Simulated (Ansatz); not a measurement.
**ClH₈NSi₂Sn: one species, many methods**

An exercise on one series of results from a longer session: the logs are not shown, and one member is left open.

The runs use Ansatz 0.2.0, Gaussian basis; functionals in def2-TZVPP, the program's frozen cores in correlated methods.

Plan: LDA (SPW92), PBE-D4, revPBE-D4, BLYP-D4, r2SCAN-D4, B97M-V, PBE0-D4, B3LYP-D4, r2SCANh-D4, r2SCAN0-D4, HSE06-D4, BHLYP-D4, CAM-B3LYP-D4, LC-ωPBE, ωB97X-V, ωB97M-V, B2PLYP, PBE-QIDH; CCSD(T)/def2-SVP; CCSD(T)/def2-TZVPP; MP2/def2-QZVPP; extrapolation to the limit; RPA on PBE.

1 further run of the same task is left out (it didn't finish).

## The relaxed structure

An earlier PBE0-D4 in a triple-zeta def2 set relaxation fixed the geometry. Sn takes the def2 core potential; no spin-orbit term is included.

SMILES `[SiH3][N]([SiH3])[SnH2][Cl]`, 13 atoms, charge 0, spin multiplicity 1.

Atoms are counted from 1 here; the program's logs count them from 0.

Bond lengths: Si1–N2 1.734 Å, Si1–H6 1.488 Å, Si1–H7 1.488 Å, Si1–H8 1.487 Å, N2–Si3 1.734 Å, N2–Sn4 2.023 Å, Si3–H9 1.488 Å, Si3–H10 1.488 Å, Si3–H11 1.487 Å, Sn4–Cl5 2.333 Å, Sn4–H12 1.697 Å, Sn4–H13 1.697 Å. Angles: N2–Si1–H6 110.2°, N2–Si1–H7 112.1°, N2–Si1–H8 108.4°, H6–Si1–H7 107.9°, H6–Si1–H8 109.5°, H7–Si1–H8 108.8°, Si1–N2–Si3 120.2°, Si1–N2–Sn4 119.6°, Si3–N2–Sn4 119.6°, N2–Si3–H9 110.2°, N2–Si3–H10 112.1°, N2–Si3–H11 108.3°, H9–Si3–H10 107.9°, H9–Si3–H11 109.5°, H10–Si3–H11 108.8°, N2–Sn4–Cl5 106.9°, N2–Sn4–H12 108.8°, N2–Sn4–H13 108.8° and more.

Set-up of the first run:

File in.yaml:

```yaml
crystal:
  periodic: [false, false, false]
  atoms:
    - {symbol: Si, position_ang: [-1.414635, 0.798329, 0.752426]}
    - {symbol: N, position_ang: [0.042021, 0.048229, 0.183839]}
    - {symbol: Si, position_ang: [1.503762, 0.972079, 0.050794]}
    - {symbol: Sn, position_ang: [-0.030598, -1.822401, -0.584139]}
    - {symbol: Cl, position_ang: [-0.580105, -1.608043, -2.841772]}
    - {symbol: H, position_ang: [-1.193606, 1.394439, 2.097800]}
    - {symbol: H, position_ang: [-1.877574, 1.880973, -0.156822]}
    - {symbol: H, position_ang: [-2.474104, -0.241836, 0.839085]}
    - {symbol: H, position_ang: [1.855509, 1.569746, 1.367330]}
    - {symbol: H, position_ang: [1.377087, 2.079305, -0.934673]}
    - {symbol: H, position_ang: [2.594909, 0.061392, -0.387365]}
    - {symbol: H, position_ang: [-1.305647, -2.666584, 0.150597]}
    - {symbol: H, position_ang: [1.523381, -2.500328, -0.522501]}
basis:
  gaussian: {orbitals: def2-TZVPP}
hamiltonian: {xc: lda}
output: {orbitals: {seedname: orbitals}}
```

Among the steps run: LDA; PBE-D4 (GGA); revPBE-D4 (GGA); BLYP-D4 (GGA); r2SCAN-D4 (meta-GGA); B97M-V (meta-GGA); PBE0-D4 (hybrid); B3LYP-D4 (hybrid); r2SCANh-D4 (hybrid); r2SCAN0-D4 (hybrid); HSE06-D4 (hybrid); BHLYP-D4 (hybrid); CAM-B3LYP-D4 (range-separated); LC-ωPBE (range-separated); ωB97X-V (range-separated); ωB97M-V (range-separated); B2PLYP (double hybrid); PBE-QIDH (double hybrid).

One table of the session follows, with a row left open; its other results are not shown here.

It belongs to the step «Frontier levels by functional». 

```
  functional  HOMO (eV)  gap (eV)
 LDA (SPW92)      -6.60      4.45
      PBE-D4          ?         ?
   revPBE-D4      -6.47      4.66
     BLYP-D4      -6.38      4.56
   r2SCAN-D4      -6.81      5.17
      B97M-V      -6.98      5.24
     PBE0-D4      -7.79      6.81
    B3LYP-D4      -7.57      6.32
  r2SCANh-D4      -7.28      5.97
  r2SCAN0-D4      -8.00      7.17
    HSE06-D4      -7.40      6.04
    BHLYP-D4      -9.00      8.97
CAM-B3LYP-D4      -9.12      9.16
     LC-ωPBE     -10.48     11.69
     ωB97X-V     -10.15     11.22
     ωB97M-V     -10.04     10.85
```

Estimate the missing values for PBE-D4.

As computed: HOMO (eV): -6.51; gap (eV): 4.61. In the column «HOMO (eV)» it lies between LDA (SPW92) (-6.60) and revPBE-D4 (-6.47).
